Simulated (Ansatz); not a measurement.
# GeH₆O₂Si: small, medium and large basis sets

Aim: see how fast density functionals converge with the basis set for GeH₆O₂Si.

Method: one geometry, several basis sets; program: Ansatz 0.2.0, Gaussian basis.

Plan: PBE0-D4/def2-SVP; ωB97M-V/def2-SVP; PBE0-D4/def2-QZVPP; ωB97M-V/def2-QZVPP; the functionals' def2-TZVPP values are taken from earlier runs.

### 1 The relaxed structure

All runs share one geometry, relaxed beforehand with PBE0-D4 in a triple-zeta def2 set.

SMILES `[OH][GeH]([OH])[SiH3]`, 10 atoms, charge 0, spin multiplicity 1.

Atoms are counted from 1 here; the program's logs count them from 0.

Bond lengths: O1–Ge2 1.783 Å, O1–H5 0.959 Å, Ge2–O3 1.783 Å, Ge2–Si4 2.396 Å, Ge2–H6 1.531 Å, O3–H7 0.959 Å, Si4–H8 1.485 Å, Si4–H9 1.485 Å, Si4–H10 1.490 Å. Angles: Ge2–O1–H5 113.6°, O1–Ge2–O3 110.3°, O1–Ge2–Si4 109.9°, O1–Ge2–H6 104.2°, O3–Ge2–Si4 109.8°, O3–Ge2–H6 104.3°, Si4–Ge2–H6 118.0°, Ge2–O3–H7 113.6°, Ge2–Si4–H8 110.5°, Ge2–Si4–H9 110.5°, Ge2–Si4–H10 108.2°, H8–Si4–H9 109.7°, H8–Si4–H10 108.9°, H9–Si4–H10 108.9°.

### 2 PBE0-D4 in def2-SVP

The input, in.yaml:

```yaml
crystal:
  periodic: [false, false, false]
  atoms:
    - {symbol: O, position_ang: [-0.788363, 1.373575, -1.428194]}
    - {symbol: Ge, position_ang: [0.062275, 0.947683, 0.079643]}
    - {symbol: O, position_ang: [1.824368, 1.112430, -0.136902]}
    - {symbol: Si, position_ang: [-0.470164, -1.302124, 0.706916]}
    - {symbol: H, position_ang: [-0.735972, 0.694231, -2.103599]}
    - {symbol: H, position_ang: [-0.306750, 2.071756, 1.050707]}
    - {symbol: H, position_ang: [2.219188, 0.390937, -0.630863]}
    - {symbol: H, position_ang: [-1.937127, -1.461236, 0.877713]}
    - {symbol: H, position_ang: [0.224534, -1.668485, 1.967811]}
    - {symbol: H, position_ang: [-0.008789, -2.209966, -0.380134]}
basis:
  gaussian: {orbitals: def2-SVP}
hamiltonian: {xc: pbe0, dispersion: d4}
output: {orbitals: {seedname: orbitals}}
```

The run is started by

```console
$ ansatz run in.yaml --threads 4 --pin off --events-out ev --progress --plain --max-ram 10444MiB
```

The runs that follow: ωB97M-V in def2-SVP; PBE0-D4 in def2-QZVPP; ωB97M-V in def2-QZVPP.

Q: Predict the results of all the runs planned. Wanted: PBE0-D4: double and triple zeta above quadruple; ωB97M-V: double and triple zeta above quadruple.

The runs gave:

```
                                       quantity           value
PBE0-D4: double and triple zeta above quadruple  17.04, 1.75 eV
ωB97M-V: double and triple zeta above quadruple  17.13, 1.69 eV
```

What this shows: For PBE0-D4 the step from double to triple zeta gains 15.29 eV and the next only 1.75 eV. Total energies overstate the basis error of differences, where much of it tends to cancel. The LUMO of ωB97M-V is positive and keeps falling with the basis (1.82 to 0.97 eV): an unbound level that the basis holds in place.
